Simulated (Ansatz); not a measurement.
# Sn3Mo: the cost of one run

Method: DFT PBE, scalar-relativistic, plane waves, PAW, in Ansatz 0.2.0.

1 further run of the same task is left out (it didn't finish).

### Step 1. The system as given

Symmetry: P6_3/mmc, No. 194, hexagonal system. Conventional cell: a = 6.449 Å, b = 6.449 Å, c = 5.176 Å, α = 90.00°, β = 90.00°, γ = 120.00°. Sn (site symmetry mm2) is surrounded by 4 Mo at 3.19 to 3.22 Å and 8 Sn at 3.19 to 3.23 Å. Around Mo (site symmetry -6m2) lie 12 Sn at 3.19 to 3.22 Å.

Coordinates:

```cif
data_structure
_symmetry_space_group_name_H-M 'P6_3/mmc'
_symmetry_Int_Tables_number 194
_cell_length_a 6.4487
_cell_length_b 6.4487
_cell_length_c 5.1760
_cell_angle_alpha 90.000
_cell_angle_beta 90.000
_cell_angle_gamma 120.000
_cell_volume 186.41
loop_
_atom_site_label
_atom_site_type_symbol
_atom_site_symmetry_multiplicity
_atom_site_Wyckoff_symbol
_atom_site_fract_x
_atom_site_fract_y
_atom_site_fract_z
_atom_site_occupancy
Sn1 Sn 6 h 0.83300 0.66600 0.25000 1
Mo1 Mo 2 c 0.33333 0.66667 0.25000 1
```

(A quick probe on a coarse mesh, which set the mesh and smearing, is not shown.)

### Step 3. A loose first relaxation

File input.yaml:

```yaml
crystal:
  lattice:
    - [6.4486549375, 0.0, 0.0]
    - [-3.2243274688, 5.5846989961, 0.0]
    - [0.0, 0.0, 5.1760405652]
  atoms:
    - { symbol: Sn, position: [0.833, 0.666, 0.25] }
    - { symbol: Sn, position: [0.167, 0.833, 0.75] }
    - { symbol: Sn, position: [0.334, 0.167, 0.25] }
    - { symbol: Sn, position: [0.167, 0.334, 0.75] }
    - { symbol: Sn, position: [0.833, 0.167, 0.25] }
    - { symbol: Sn, position: [0.666, 0.833, 0.75] }
    - { symbol: Mo, position: [0.3333333333, 0.6666666667, 0.25] }
    - { symbol: Mo, position: [0.6666666667, 0.3333333333, 0.75] }
basis:
  ecutwfc: 420
kpoints:
  mp_grid: { grid: [3, 3, 4] }
hamiltonian:
  xc: pbe
scf:
  occupations: { method: gaussian, width: 0.1 }
  lower_state_search: "off"
output:
  forces: true
  stress: true
  eigenvalues: true
relax:
  adjacent_minimum: "off"
  f_tol: 0.04
  max_steps: 70
  cell: { stress_tol: 0.4 }
```

Launch:

```console
$ ansatz run input.yaml --threads 1 --pin off --max-ram 2560MiB --backend cpu --events-out ev --progress --plain --runs-dir out
```

Q: Estimate wall time and peak memory on 1 thread of Arm Neoverse V2, shared host.

About 47 s, with a peak of 0.47 GiB.
